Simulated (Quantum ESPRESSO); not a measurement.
Here is a Quantum ESPRESSO 7.5 calculation.

pw.in

```
&CONTROL
  calculation = 'scf'
  prefix = 'pwscf'
  outdir = './tmp'
  pseudo_dir = './pseudo'
  tprnfor = .true.
  disk_io = 'low'
/
&SYSTEM
  ibrav = 0
  celldm(1) = 8
  nat = 5
  ntyp = 1
  ecutwfc = 70
  nbnd = 58
  input_dft = 'rpbe'
  occupations = 'smearing'
  smearing = 'fd'
  degauss = 0.00367493
/
&ELECTRONS
  conv_thr = 5d-09
  electron_maxstep = 150
  mixing_beta = 0.3
  mixing_mode = 'local-TF'
/
ATOMIC_SPECIES
Pd   106.4200 Pd_ONCV_PBE-1.2.upf
CELL_PARAMETERS alat
  0.6497123980372   0.0000000000000   0.0000000000000
 -0.3248561990186   0.5626674418539  -0.0000000000000
  0.0000000000000   0.0000000000000   5.6651882900083
ATOMIC_POSITIONS crystal
Pd     0.6666666667    0.3333333333    0.3127200988
Pd     0.3333333333    0.6666666667    0.4063600494
Pd     0.0000000000    0.0000000000    0.5000000000
Pd     0.6666666667    0.3333333333    0.5936399506
Pd     0.3333333333    0.6666666667    0.6872799012
K_POINTS automatic
9 9 1 0 0 0
```

The input pp_density.in:

```
&INPUTPP
  prefix = 'pwscf'
  outdir = './tmp'
  filplot = 'density.dat'
  plot_num = 0
/
&PLOT
  nfile = 1
  filepp(1) = 'density.dat'
  iflag = 3
  output_format = 6
  fileout = 'density.cube'
/
```

The input pp_potential.in:

```
&INPUTPP
  prefix = 'pwscf'
  outdir = './tmp'
  filplot = 'potential.dat'
  plot_num = 11
/
&PLOT
  nfile = 1
  filepp(1) = 'potential.dat'
  iflag = 3
  output_format = 6
  fileout = 'potential.cube'
/
```

pp_elf.in

```
&INPUTPP
  prefix = 'pwscf'
  outdir = './tmp'
  filplot = 'elf.dat'
  plot_num = 8
/
&PLOT
  nfile = 1
  filepp(1) = 'elf.dat'
  iflag = 3
  output_format = 6
  fileout = 'elf.cube'
/
```

Potentials or basis: SG15 PBE 1.2.

Command:

```sh
$ OMP_NUM_THREADS=1 mpirun -n 2 pw.x -nk 2 -in pw.in > pw.out
$ OMP_NUM_THREADS=1 mpirun -n 1 pp.x -in pp_density.in > pp_density.out
$ OMP_NUM_THREADS=1 mpirun -n 1 pp.x -in pp_potential.in > pp_potential.out
$ OMP_NUM_THREADS=1 mpirun -n 1 pp.x -in pp_elf.in > pp_elf.out
```

(1) Estimate the work function of the upper face.

(2) Estimate the work function of the lower face.

(3) What does it give for the largest force?

(4) What does it give for the band gap on the k mesh?

## Answers

(1) 5.06 eV.

(2) 5.06 eV.

(3) 0.523 eV/Å.

(4) none (metal or under the smearing width).

Caveat: the potentials were made for another functional, which shifts forces and pressure.
